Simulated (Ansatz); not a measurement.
**SbN: ionisation energy by level of theory**

An exercise on one series of results from a longer session: the logs are not shown, and one member is left open.

Program: Ansatz 0.2.0, Gaussian basis. Level of theory: unrestricted cation, the program's frozen cores in correlated methods. These are calculated values, not measurements.

Plan: UKS PBE-D4/def2-TZVPP; UKS r2SCAN-D4/def2-TZVPP; UKS PBE0-D4/def2-TZVPP; UKS B3LYP-D4/def2-TZVPP; UKS wB97X-V/def2-TZVPP; UKS wB97M-V/def2-TZVPP; UKS B2PLYP/def2-TZVPP; UHF-CCSD(T)/def2-TZVPP; UHF-CCSD(T)/def2-QZVPP; extrapolation to the limit; then −ε(HOMO) from the neutral's earlier runs with LDA (SPW92), PBE-D4, revPBE-D4, BLYP-D4, r2SCAN-D4, B97M-V, PBE0-D4, B3LYP-D4, r2SCANh-D4, r2SCAN0-D4, HSE06-D4, BHLYP-D4, CAM-B3LYP-D4, LC-ωPBE, ωB97X-V, ωB97M-V.

## The geometry

The geometry comes from an earlier relaxation with PBE0-D4 in a triple-zeta def2 set; it is a stationary point. Sb takes the def2 core potential; no spin-orbit term is included.

2 atoms, charge 0, spin multiplicity 1.

Atoms are counted from 1 here; the program's logs count them from 0.

Bond lengths: N1–Sb2 1.804 Å.

As a file:

```xyz
2
charge 0, multiplicity 1
N    -0.7663    0.2753   -0.3879
Sb    0.7663   -0.2753    0.3879
```

The first run:

File in.yaml:

```yaml
crystal:
  periodic: [false, false, false]
  atoms:
    - {symbol: N, position_ang: [-0.766316, 0.275338, -0.387905]}
    - {symbol: Sb, position_ang: [0.766316, -0.275338, 0.387905]}
basis:
  gaussian: {orbitals: def2-TZVPP}
total_charge: 1
magnetization: {spin_polarized: true, initial_magnetization: 1}
hamiltonian: {xc: pbe, dispersion: d4}
```

The run is started by

```console
$ ansatz run in.yaml --threads 2 --pin off --events-out ev --progress --plain --max-ram 32768MiB --backend cpu
```

Among the steps run: Cation, UKS PBE-D4/def2-TZVPP; Cation, UKS r2SCAN-D4/def2-TZVPP; Cation, UKS PBE0-D4/def2-TZVPP; Cation, UKS B3LYP-D4/def2-TZVPP; Cation, UKS wB97X-V/def2-TZVPP; Cation, UKS wB97M-V/def2-TZVPP; Cation, UKS B2PLYP (frozen core)/def2-TZVPP; Cation, UHF-CCSD(T)/def2-TZVPP; Cation, UHF-CCSD(T)/def2-QZVPP.

One of the session's tables, all rows but one given; the rest of the session is left out.

For comparison, −ε(HOMO) of the neutral from earlier runs:

```
  functional  −ε(HOMO) (eV)
 LDA (SPW92)           6.77
      PBE-D4           6.59
   revPBE-D4           6.53
     BLYP-D4           6.46
   r2SCAN-D4           6.93
      B97M-V           6.86
     PBE0-D4           7.92
    B3LYP-D4           7.71
  r2SCANh-D4           7.43
  r2SCAN0-D4           8.11
    HSE06-D4           7.52
    BHLYP-D4           8.76
CAM-B3LYP-D4           9.15
     LC-ωPBE          10.43
     ωB97X-V          10.10
     ωB97M-V              ?
```

Q: Estimate the row for ωB97M-V from the others.

As computed: −ε(HOMO) (eV): 10.03. In the column «−ε(HOMO) (eV)» it lies between CAM-B3LYP-D4 (9.15) and ωB97X-V (10.10).
